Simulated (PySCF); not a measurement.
# B2F4 (diboron tetrafluoride) at 6 levels

Aim: a comparison of 6 runs (HF/STO-3G, HF/3-21G, HF/6-311+G**, B3LYP/def2-SVP, B3LYP/6-31G*, SVWN5/def2-TZVP) of B2F4 (diboron tetrafluoride). The job is set up through a Python script.

Program for the calculation: PySCF 2.14.0.

### 1 Starting point

The species is B2F4 (6 atoms), meant as a singlet with charge 0. SMILES: `FB(F)B(F)F`. The coordinates come from a GFN2-xTB relaxation.

Bond lengths: F1–B2 1.316 Å, B2–F3 1.316 Å, B2–B4 1.718 Å, B4–F5 1.316 Å, B4–F6 1.316 Å. Angles: F1–B2–F3 112.3°, F1–B2–B4 123.8°, F3–B2–B4 123.8°, B2–B4–F5 123.8°, B2–B4–F6 123.8°, F5–B4–F6 112.3°.

### 2 Energy and gradient at HF/STO-3G (run 1)

The input, input.py:

```python
from pyscf import gto, scf

system = gto.M(
    atom='''
F      0.772690    -0.727760     1.613350
B      0.286610    -0.709500     0.390460
F      0.292020    -1.901020    -0.167640
B     -0.286590     0.709540    -0.390440
F     -0.775350     0.727110    -1.612260
F     -0.289380     1.901640     0.166510
''',
    verbose=3,
    max_memory=1860,
    spin=0,
    basis='sto-3g',
)

mf = scf.RHF(system)
mf.conv_tol = 1e-10
mf.kernel()
if not mf.converged:
    mf = mf.newton().run(mf.mo_coeff, mf.mo_occ)

e_final = mf.e_tot
print('E = %.10f Eh' % e_final)
grad = mf.nuc_grad_method().kernel()
dip = mf.dip_moment()
pop, q = mf.mulliken_pop()
```

Command:

```
OMP_NUM_THREADS=1 python input.py
```

The log of the run:

```text
converged SCF energy = -441.120854267781
E = -441.1208542678 Eh
--------------- RHF gradients ---------------
         x                y                z
0 F     0.0039907705    -0.0095383439     0.0052802173
1 B    -0.0074486440     0.0173091905    -0.0096283826
2 F     0.0039433021    -0.0092834274     0.0052910280
3 B     0.0074460860    -0.0173279971     0.0096036654
4 F    -0.0039845463     0.0095257558    -0.0052752590
5 F    -0.0039469683     0.0093148221    -0.0052712691
----------------------------------------------
Dipole moment(X, Y, Z, Debye):  0.00002,  0.00006, -0.00005
 ** Mulliken pop  **
pop of  0 F 1s            1.99867
pop of  0 F 2s            1.93046
pop of  0 F 2px           1.76476
pop of  0 F 2py           1.93149
pop of  0 F 2pz           1.58206
pop of  1 B 1s            1.99138
pop of  1 B 2s            0.88470
pop of  1 B 2px           0.45347
pop of  1 B 2py           0.69695
pop of  1 B 2pz           0.55867
pop of  2 F 1s            1.99867
pop of  2 F 2s            1.93043
pop of  2 F 2px           1.81924
pop of  2 F 2py           1.60340
pop of  2 F 2pz           1.85566
pop of  3 B 1s            1.99138
pop of  3 B 2s            0.88471
pop of  3 B 2px           0.45360
pop of  3 B 2py           0.69699
pop of  3 B 2pz           0.55849
pop of  4 F 1s            1.99867
pop of  4 F 2s            1.93046
pop of  4 F 2px           1.76433
pop of  4 F 2py           1.93157
pop of  4 F 2pz           1.58240
pop of  5 F 1s            1.99867
pop of  5 F 2s            1.93043
pop of  5 F 2px           1.81943
pop of  5 F 2py           1.60316
pop of  5 F 2pz           1.85570
 ** Mulliken atomic charges  **
charge of    0F =     -0.20744
charge of    1B =      0.41483
charge of    2F =     -0.20740
charge of    3B =      0.41483
charge of    4F =     -0.20743
charge of    5F =     -0.20740
```

It took 2.9 s on 1 thread of Intel Xeon at 2.50GHz (Skylake/Cascade Lake), shared host; peak memory 0.12 GiB.

### 3 Energy and gradient at HF/3-21G (run 2)

The input, run.py:

```python
from pyscf import gto, scf

mol = gto.M(
    atom='''
F      1.460172    -1.375267     3.048790
B      0.541614    -1.340761     0.737862
F      0.551838    -3.592407    -0.316794
B     -0.541577     1.340836    -0.737825
F     -1.465199     1.374039    -3.046730
F     -0.546849     3.593579     0.314658
''',
    basis='3-21g',
    max_memory=1860,
    verbose=4,
    unit='bohr',
)

calc0 = scf.RHF(mol)
calc0.conv_tol = 1e-10
calc0.kernel()
if not calc0.converged:
    calc0 = calc0.newton().run(calc0.mo_coeff, calc0.mo_occ)

etot = calc0.e_tot
print('E(%s) = %.9f' % ('HF', etot))
grad = calc0.nuc_grad_method().kernel()
dip = calc0.dip_moment()
pop, q = calc0.mulliken_pop()
```

Command:

```
OMP_NUM_THREADS=1 python run.py
```

The log of the run:

```text
PySCF version 2.14.0

[... 58 lines left out ...]
converged SCF energy = -444.970301192634
[... 13 lines left out ...]
Dipole moment(X, Y, Z, Debye):  0.00005,  0.00011, -0.00001
[... 22 lines left out ...]
pop of  2 F 2px           0.83920
pop of  2 F 2py           0.77125
pop of  2 F 2pz           0.86075
pop of  2 F 3px           1.01674
pop of  2 F 3py           0.91964
pop of  2 F 3pz           1.00520
pop of  3 B 1s            1.98775
pop of  3 B 2s            0.43337
pop of  3 B 3s            0.33941
pop of  3 B 2px           0.20139
pop of  3 B 2py           0.49950
pop of  3 B 2pz           0.39017
pop of  3 B 3px           0.16233
pop of  3 B 3py           0.15643
pop of  3 B 3pz           0.08483
pop of  4 F 1s            1.98510
pop of  4 F 2s            0.44548
pop of  4 F 3s            1.52901
pop of  4 F 2px           0.82044
pop of  4 F 2py           0.88324
pop of  4 F 2pz           0.76743
pop of  4 F 3px           1.00012
pop of  4 F 3py           1.01887
pop of  4 F 3pz           0.92276
pop of  5 F 1s            1.98511
pop of  5 F 2s            0.44548
pop of  5 F 3s            1.52900
pop of  5 F 2px           0.83927
pop of  5 F 2py           0.77117
pop of  5 F 2pz           0.86075
pop of  5 F 3px           1.01676
pop of  5 F 3py           0.91957
pop of  5 F 3pz           1.00526
 ** Mulliken atomic charges  **
charge of    0F =     -0.37245
charge of    1B =      0.74481
charge of    2F =     -0.37236
charge of    3B =      0.74482
charge of    4F =     -0.37245
charge of    5F =     -0.37236
```

It took 3.3 s on 1 thread of Intel Xeon at 2.50GHz (Skylake/Cascade Lake), shared host; peak memory 0.12 GiB.

### 4 Energy and gradient at HF/6-311+G(d,p) (run 3)

The input, run.py:

```python
from pyscf import gto, scf

molecule = gto.Mole()
molecule.atom = '''
F        0.772690      -0.727760       1.613350
B        0.286610      -0.709500       0.390460
F        0.292020      -1.901020      -0.167640
B       -0.286590       0.709540      -0.390440
F       -0.775350       0.727110      -1.612260
F       -0.289380       1.901640       0.166510
'''
molecule.charge = 0
molecule.max_memory = 1860
molecule.basis = '6-311+g**'
molecule.verbose = 4
molecule.spin = 0
molecule.build()

mf = scf.RHF(molecule)
mf.conv_tol = 1e-10
mf.kernel()
if not mf.converged:
    mf = mf.newton().run(mf.mo_coeff, mf.mo_occ)

etot = mf.e_tot
print('E = %.10f Eh' % etot)
grad = mf.nuc_grad_method().kernel()
mf.analyze()
```

Command:

```
OMP_NUM_THREADS=1 python run.py
```

The log of the run:

```text
PySCF version 2.14.0

[... 78 lines left out ...]
DFT Exchange-Correlation Energy =      -48.318016641992926
[... 13 lines left out ...]
MO #12  energy= -0.8419850508849   occ= 2
[... 11 lines left out ...]
MO #24  energy= 0.0260469621156645 occ= 0
[... 11 lines left out ...]
MO #36  energy= 0.311238353220075  occ= 0
[... 11 lines left out ...]
MO #48  energy= 0.42198057696133   occ= 0
[... 11 lines left out ...]
MO #60  energy= 0.782614029067656  occ= 0
[... 11 lines left out ...]
MO #72  energy= 1.50800789251502   occ= 0
[... 11 lines left out ...]
MO #84  energy= 2.00153668059059   occ= 0
[... 11 lines left out ...]
MO #96  energy= 4.16761072112465   occ= 0
[... 11 lines left out ...]
MO #108 energy= 4.48172487119339   occ= 0
[... 11 lines left out ...]
MO #120 energy= 6.91656084383872   occ= 0
[... 11 lines left out ...]
MO #132 energy= 68.7576158875415   occ= 0
[... 102 lines left out ...]
pop of  4 F 4py           0.00277
pop of  4 F 4pz           0.00157
pop of  4 F 5px           0.00044
pop of  4 F 5py           0.00037
pop of  4 F 5pz           0.00022
pop of  4 F 3dxy          0.00010
pop of  4 F 3dyz          0.00061
pop of  4 F 3dz^2         0.00227
pop of  4 F 3dxz          0.00151
pop of  4 F 3dx2-y2       0.00017
pop of  5 F 1s            1.99999
pop of  5 F 2s            1.77000
pop of  5 F 3s            0.00379
pop of  5 F 4s            0.00160
pop of  5 F 5s            0.00044
pop of  5 F 2px           1.87337
pop of  5 F 2py           1.76567
pop of  5 F 2pz           1.89870
pop of  5 F 3px           0.00196
pop of  5 F 3py           0.00194
pop of  5 F 3pz           0.00497
pop of  5 F 4px           0.00304
pop of  5 F 4py           0.00149
pop of  5 F 4pz           0.00264
pop of  5 F 5px           0.00047
pop of  5 F 5py           0.00022
pop of  5 F 5pz           0.00035
pop of  5 F 3dxy          0.00068
pop of  5 F 3dyz          0.00172
pop of  5 F 3dz^2         0.00050
pop of  5 F 3dxz          0.00014
pop of  5 F 3dx2-y2       0.00164
 ** Mulliken atomic charges  **
charge of    0F =     -0.33547
charge of    1B =      0.67075
charge of    2F =     -0.33528
charge of    3B =      0.67075
charge of    4F =     -0.33546
charge of    5F =     -0.33529
Dipole moment(X, Y, Z, Debye):  0.00005,  0.00008, -0.00005
```

Wall time 41 s (1 thread of Intel Xeon at 2.50GHz (Skylake/Cascade Lake), shared host); peak memory 0.41 GiB.

Runs 4 to 5 aren't shown in full; the table further down has their settings and results.

### 5 Energy and forces at SVWN5/def2-TZVP (run 6)

The input, job.py:

```python
from pyscf import gto, dft

mol = gto.M(
    atom='''
F    0.772690  -0.727760   1.613350
B    0.286610  -0.709500   0.390460
F    0.292020  -1.901020  -0.167640
B   -0.286590   0.709540  -0.390440
F   -0.775350   0.727110  -1.612260
F   -0.289380   1.901640   0.166510
''',
    max_memory=1860,
    basis='def2-tzvp',
    verbose=3,
)

ks = dft.RKS(mol)
ks.xc = 'svwn'
ks.grids.level = 5
ks.conv_tol = 1e-10
ks.kernel()
if not ks.converged:
    ks = ks.newton().run(ks.mo_coeff, ks.mo_occ)

energy = ks.e_tot
print('Final energy', energy)
grad = ks.nuc_grad_method().kernel()
ks.analyze()
```

Command:

```
OMP_NUM_THREADS=1 python job.py
```

The log of the run:

```text
converged SCF energy = -446.44043194125
[... 20 lines left out ...]
MO #10  energy= -1.11816835379048  occ= 2
[... 15 lines left out ...]
MO #26  energy= 0.022559339656467  occ= 0
[... 15 lines left out ...]
MO #42  energy= 0.42129704318961   occ= 0
[... 15 lines left out ...]
MO #58  energy= 0.710712891279036  occ= 0
[... 15 lines left out ...]
MO #74  energy= 1.51535223320793   occ= 0
[... 15 lines left out ...]
MO #90  energy= 2.01206809706488   occ= 0
[... 15 lines left out ...]
MO #106 energy= 2.59645174723559   occ= 0
[... 15 lines left out ...]
MO #122 energy= 3.53406689015298   occ= 0
[... 15 lines left out ...]
MO #138 energy= 6.69628374143389   occ= 0
[... 15 lines left out ...]
MO #154 energy= 6.98849509760986   occ= 0
[... 15 lines left out ...]
MO #170 energy= 8.5736229909082    occ= 0
[... 15 lines left out ...]
MO #186 energy= 57.1255978346605   occ= 0
[... 7 lines left out ...]
Dipole moment(X, Y, Z, Debye):  0.00002,  0.00004, -0.00005
```

Run time: 2.5 min. Hardware: 1 thread of Intel Xeon at 2.50GHz (Skylake/Cascade Lake), shared host; peak memory 1.8 GiB.

### 6 The series

| run | level | integration grid | Cartesian functions | energy (Eh) | dipole moment (D) | HOMO energy (eV) | LUMO energy (eV) | wall time |
| --- | --- | --- | --- | --- | --- | --- | --- | --- |
| 1 | HF/STO-3G | – | no | -441.120854 | 0.00 | -9.78 | 6.03 | 2.9 s |
| 2 | HF/3-21G | – | no | -444.970301 | 0.00 | -14.46 | 1.33 | 3.3 s |
| 3 | HF/6-311+G** | – | no | -447.487513 | 0.00 | -14.84 | 0.71 | 41 s |
| 4 | B3LYP/def2-SVP | 5 | no | -448.959903 | 0.00 | -9.97 | -2.45 | 41 s |
| 5 | B3LYP/6-31G* (Cartesian functions) | 5 | yes | -449.290742 | 0.00 | -9.65 | -2.10 | 48 s |
| 6 | SVWN5/def2-TZVP | 5 | no | -446.440432 | 0.00 | -8.90 | -3.72 | 2.5 min |

### 7 What came out

```
                       quantity          value
            run 6: total energy  -446.44043 Eh
           run 6: dipole moment         0.00 D
             run 6: HOMO energy       -8.90 eV
             run 6: LUMO energy       -3.72 eV
           run 6: HOMO–LUMO gap        5.18 eV
run 6: largest force on an atom     0.697 eV/Å
```

What this shows: The HOMO–LUMO gap runs from 5.18 eV (SVWN5/def2-TZVP) to 15.81 eV (HF/STO-3G). The two ends differ in method and basis. Totals of different functionals can't be ranked against each other. In run 1 the basis is minimal, so the values are rough. All runs together took 4.7 min, the longest 2.5 min.
